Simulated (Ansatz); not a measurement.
# C₇H₇O radical: energies up the ladder

Aim: energies up the ladder, for C₇H₇O radical, with the cost of each level. Spin multiplicity 2.

Method: the levels named in each step, in Ansatz 0.2.0.

## Step 1: The structure to begin with

Bond lengths (14 of 15 bonds, heavy atoms first): C1–C2 1.499 Å, C2–C3 1.403 Å, C3–C4 1.396 Å, C4–C5 1.366 Å, C5–C6 1.451 Å, C6–O7 1.238 Å, C2–C8 1.371 Å, C6–C8 1.448 Å, C1–H9 1.087 Å, C1–H10 1.090 Å, C1–H11 1.087 Å, C3–H12 1.080 Å, C4–H13 1.081 Å, C5–H14 1.079 Å. Angles (14 of 24 angles, heavy atoms first): C1–C2–C3 120.0°, C1–C2–C8 120.9°, C3–C2–C8 119.1°, C2–C3–C4 121.0°, C3–C4–C5 120.8°, C4–C5–C6 120.9°, C5–C6–O7 122.1°, C5–C6–C8 115.9°, O7–C6–C8 122.0°, C2–C8–C6 122.3°, C2–C1–H9 111.0°, C2–C1–H10 109.8°, C2–C1–H11 110.8°, C2–C3–H12 119.4°.

Structure file:

```xyz
15

C     2.6825   -0.4480   -0.1620
C     1.1867   -0.3648   -0.1013
C     0.4153   -1.5325   -0.1977
C    -0.9786   -1.4802   -0.1300
C    -1.6265   -0.2899    0.0375
C    -0.8861    0.9525    0.1492
O    -1.4512    2.0431    0.3055
C     0.5548    0.8405    0.0654
H     3.0016   -1.3297   -0.7123
H     3.0903   -0.5121    0.8471
H     3.0998    0.4370   -0.6358
H     0.9082   -2.4845   -0.3295
H    -1.5445   -2.3973   -0.2135
H    -2.7024   -0.2292    0.0912
H     1.1169    1.7599    0.1418
```

## Step 2: A rough first relaxation, PBE-D4/def2-SVPD

Input file input.yaml:

```yaml
crystal:
  periodic: [false, false, false]
  atoms:
    - { symbol: C, position_ang: [2.68247, -0.44798, -0.16195] }
    - { symbol: C, position_ang: [1.18675, -0.36478, -0.10129] }
    - { symbol: C, position_ang: [0.41528, -1.53252, -0.1977] }
    - { symbol: C, position_ang: [-0.97855, -1.48018, -0.13004] }
    - { symbol: C, position_ang: [-1.62652, -0.28995, 0.03754] }
    - { symbol: C, position_ang: [-0.88611, 0.95245, 0.14915] }
    - { symbol: O, position_ang: [-1.45117, 2.04311, 0.30552] }
    - { symbol: C, position_ang: [0.55484, 0.84046, 0.06537] }
    - { symbol: H, position_ang: [3.00164, -1.32973, -0.71227] }
    - { symbol: H, position_ang: [3.09035, -0.51207, 0.84708] }
    - { symbol: H, position_ang: [3.09983, 0.43695, -0.63577] }
    - { symbol: H, position_ang: [0.90824, -2.48452, -0.32952] }
    - { symbol: H, position_ang: [-1.54451, -2.39728, -0.21348] }
    - { symbol: H, position_ang: [-2.70245, -0.22921, 0.09119] }
    - { symbol: H, position_ang: [1.11694, 1.75989, 0.1418] }
magnetization:
  spin_polarized: true
  initial_magnetization: 1
basis:
  gaussian: { orbitals: def2-SVPD }
hamiltonian:
  xc: pbe
  dispersion: d4
relax:
  f_tol: 0.03
  max_steps: 200
```

On the command line:

```sh
$ ansatz run input.yaml --threads 8 --pin off --max-ram 22528MiB --backend cpu --events-out ev --progress --plain --runs-dir out
```

Further steps of the session: Relaxation, PBE0-D4/def2-TZVPD; Relaxation, PBE0-D4/def2-SVPD; Frequencies, PBE0-D4/def2-SVPD; Single point, PBE-D4/def2-TZVPPD; Single point, r2SCAN-D4/def2-TZVPPD; Single point, B3LYP-D4/def2-TZVPPD; Single point, wB97M-V/def2-TZVPPD; Single point, B2PLYP/def2-TZVPPD; Single point, PBE0-D4/def2-TZVPPD; Single point, LDA/def2-TZVPPD; Single point, PBE0-D4/def2-SVPD; Single point, PBE-D4/def2-SVPD; The anion of multiplicity 1 at the same geometry, PBE0-D4/def2-TZVPPD; The anion of multiplicity 1 at the same geometry, PBE-D4/def2-TZVPPD; The anion of multiplicity 1 at the same geometry, r2SCAN-D4/def2-TZVPPD; The anion of multiplicity 1 at the same geometry, B3LYP-D4/def2-TZVPPD; The anion of multiplicity 1 at the same geometry, wB97M-V/def2-TZVPPD; The anion of multiplicity 1 at the same geometry, B2PLYP/def2-TZVPPD.

Q: Predict the outcome of this session. Wanted: C1–C2 at PBE0-D4/def2-SVPD; C2–C3 at PBE0-D4/def2-SVPD; C2–C8 at PBE0-D4/def2-SVPD; frequencies at PBE0-D4/def2-SVPD; vertical electron affinity, B2PLYP/def2-TZVPPD.

As calculated:

```
                                      quantity             value
                    C1–C2 at PBE0-D4/def2-SVPD           1.500 Å
                    C2–C3 at PBE0-D4/def2-SVPD           1.418 Å
                    C2–C8 at PBE0-D4/def2-SVPD           1.378 Å
              frequencies at PBE0-D4/def2-SVPD  105 to 3228 cm⁻¹
vertical electron affinity, B2PLYP/def2-TZVPPD          2.145 eV
```

What this shows: The C1–C2 distance spreads over 0.003 Å, from PBE0-D4/def2-TZVPD (shortest) to PBE0-D4/def2-SVPD. No mode is imaginary, so the geometry is a minimum. For the vertical electron affinity, PBE-D4/def2-TZVPPD comes nearest to B2PLYP/def2-TZVPPD (-0.03 eV) and r2SCAN-D4/def2-TZVPPD is farthest (-0.16 eV). <S²> exceeds the pure value by up to 0.15: some mean fields break spin symmetry, which blurs their results.
